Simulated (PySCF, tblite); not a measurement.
# C₃H₈AlFN₂: geometry, infrared bands and NMR shifts

Wanted: the infrared bands and NMR shifts of C₃H₈AlFN₂ (`[NH3+][Al@@-]1([F])[CH]=CC[NH]1`), by calculation.

The runs use tblite 0.8.0 and PySCF 2.14.0, with density-fitted response routines of our own; the level of theory stands in each step. All values are computed, except where a source is named. Atoms are numbered from 0 throughout.

**1. Starting geometry**

15 atoms, charge 0, multiplicity 1; geometry from: force field or distance geometry start.

Bonds of the start (Å): N0–Al1 1.87, Al1–F2 1.78, Al1–C3 2.01, C3–C4 1.33, C4–C5 1.44, C5–N6 1.45, N6–Al1 1.95, N0–H7 1.05, N0–H8 1.06, N0–H9 1.04, C3–H10 1.07, C4–H11 1.12, C5–H12 1.15, C5–H13 1.11, N6–H14 1.04.

**2. Optimising the geometry with GFN2-xTB**

The job: settings as JSON, then the geometry in Å.

```
{"job": {"kind": "relax", "xc": "GFN2-xTB", "basis": "xTB"}, "charge": 0, "multiplicity": 1}
N      2.389700     0.339000     0.047400
Al     0.646500    -0.062200     0.605000
F      0.432400    -0.355800     2.352400
C     -0.729900     1.272400     0.013600
C     -1.750100     0.490200    -0.314300
C     -1.576100    -0.935100    -0.177100
N     -0.238000    -1.404700    -0.494300
H      3.086600     0.086900     0.791700
H      2.512400     1.378600    -0.101100
H      2.658400    -0.185400    -0.808900
H     -0.626300     2.335000     0.003100
H     -2.691300     0.951900    -0.702100
H     -1.700300    -1.161500     0.943500
H     -2.349500    -1.550000    -0.683500
H     -0.069100    -1.191300    -1.497600
```

On the command line:

```sh
> OMP_NUM_THREADS=1 python probes_run.py task.json out
```

The driver reads the jobs from task.json and runs them one after another.

**Question.** This job is followed by: GFN2-xTB harmonic vibrations, gas phase; GIAO PBE0/pcSseg-1 NMR shielding, non-relativistic, gas phase. What will the session give for the following? strongest single infrared mode (GFN2-xTB); zero-point energy (GFN2-xTB); ¹³C shifts against TMS (PBE0/pcSseg-1); ¹H shifts against TMS (PBE0/pcSseg-1, means over atoms taken as alike); ¹⁵N shifts against NH3 (PBE0/pcSseg-1); ²⁷Al shifts against AlH4- (PBE0/pcSseg-1); ¹⁹F shifts against CFCl3 (PBE0/pcSseg-1).

**Answer**, as computed:

| quantity | value |
| --- | --- |
| strongest single infrared mode (GFN2-xTB) | 1190 cm⁻¹, 259 km/mol |
| zero-point energy (GFN2-xTB) | 70.3 kcal/mol |
| ¹³C shifts against TMS (PBE0/pcSseg-1) | 163.6, 135.1, 55.2 ppm |
| ¹H shifts against TMS (PBE0/pcSseg-1, means over atoms taken as alike) | 7.54, 6.41, 4.11, 4.03, 1.71, 0.50 ppm |
| ¹⁵N shifts against NH3 (PBE0/pcSseg-1) | 37.4, 28.9 ppm |
| ²⁷Al shifts against AlH4- (PBE0/pcSseg-1) | 29.8 ppm |
| ¹⁹F shifts against CFCl3 (PBE0/pcSseg-1) | -189.8 ppm |

**Reading.** Over 161 steps the energy fell by 1.533 eV; of the close pairs, N0–Al1 changed most, 1.874 to 2.112 Å. All 39 modes are real, so the xTB geometry is a minimum. Unscaled tight-binding wavenumbers are off by several per cent, some by more. Its intensities can rank the bands wrongly.
